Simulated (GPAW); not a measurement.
As2Se:

```xyz
6
Lattice="-3.5294 3.5294 2.6536 3.5294 -3.5294 2.6536 3.5294 3.5294 -2.6536" Properties=species:S:1:pos:R:3 pbc="T T T"
Se    3.5294    0.0000    1.3268
Se    0.0000    0.0000    2.6536
As   -1.7647    3.5294    1.9902
As    1.7647    3.5294    1.9902
As    0.0000    1.7647    0.6634
As    0.0000    5.2941    0.6634
```

The cell comes from a database or a generator and needn't be the stable form of this composition.

Base run:

| Property | Result |
| --- | --- |
| Program | GPAW 26.7.0 |
| Functional | PBEsol |
| Potentials or basis | PAW data sets generated in the run's folder for this functional |
| Cutoff | 600 eV |
| Basis | pw |
| k mesh | 6 × 6 × 6 |
| Occupations | fermi-dirac, width 0.05 eV |
| Spin | no spin polarisation |

Its results: pressure -3.6 GPa.

Q: The run is repeated on the same cell with these changes: k mesh from 6 × 6 × 6 to 5 × 5 × 5. What comes out?

A: Pressure -3.1 GPa.

Not every run made on this cell is shown here.
